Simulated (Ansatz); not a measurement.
# TePH₃: how energies converge with the basis set

The task here is to estimate one member of a computed series from the others.

Method: one geometry, several basis sets; program: Ansatz 0.2.0, Gaussian basis.

Levels to be run: PBE0-D4/def2-SVP; ωB97M-V/def2-SVP; PBE0-D4/def2-QZVPP; ωB97M-V/def2-QZVPP; the functionals' def2-TZVPP values are taken from earlier runs.

1 further run of the same task is left out (for a known fault of the program).

## The geometry

All runs share one geometry, relaxed beforehand with PBE0-D4 in a triple-zeta def2 set. Te takes the def2 core potential; no spin-orbit term is included.

SMILES `P[TeH]`, 5 atoms, charge 0, spin multiplicity 1.

Atoms are counted from 1 here; the program's logs count them from 0.

Bond lengths: P1–Te2 2.468 Å, P1–H3 1.419 Å, P1–H4 1.419 Å, Te2–H5 1.658 Å. Angles: Te2–P1–H3 96.1°, Te2–P1–H4 96.1°, H3–P1–H4 93.1°, P1–Te2–H5 91.5°.

Set-up of the first run:

in.yaml

```yaml
crystal:
  periodic: [false, false, false]
  atoms:
    - {symbol: P, position_ang: [-0.831521, -0.426803, 0.018667]}
    - {symbol: Te, position_ang: [1.317429, 0.785208, -0.050301]}
    - {symbol: H, position_ang: [-0.469869, -1.313115, 1.066555]}
    - {symbol: H, position_ang: [-0.506546, -1.368039, -0.992733]}
    - {symbol: H, position_ang: [0.540408, 2.249049, -0.083489]}
basis:
  gaussian: {orbitals: def2-SVP}
hamiltonian: {xc: pbe0, dispersion: d4}
output: {orbitals: {seedname: orbitals}}
```

Command:

```console
$ ansatz run in.yaml --threads 2 --pin off --events-out ev --progress --plain --max-ram 4352MiB
```

Among the steps run: PBE0-D4 in def2-SVP; ωB97M-V in def2-SVP; PBE0-D4 in def2-QZVPP; ωB97M-V in def2-QZVPP.

One table of the session follows, with a row left open; its other results are not shown here.

It belongs to the step «Density functionals: the series». 

```
functional       basis  HOMO (eV)
   PBE0-D4    def2-SVP      -6.42
   PBE0-D4  def2-TZVPP          ?
   PBE0-D4  def2-QZVPP      -6.54
   ωB97M-V    def2-SVP      -8.48
   ωB97M-V  def2-TZVPP      -8.60
   ωB97M-V  def2-QZVPP      -8.62
```

Estimate the missing values for PBE0-D4, def2-TZVPP.

As computed: HOMO (eV): -6.51. In the column «HOMO (eV)» it lies between PBE0-D4, def2-QZVPP (-6.54) and PBE0-D4, def2-SVP (-6.42).
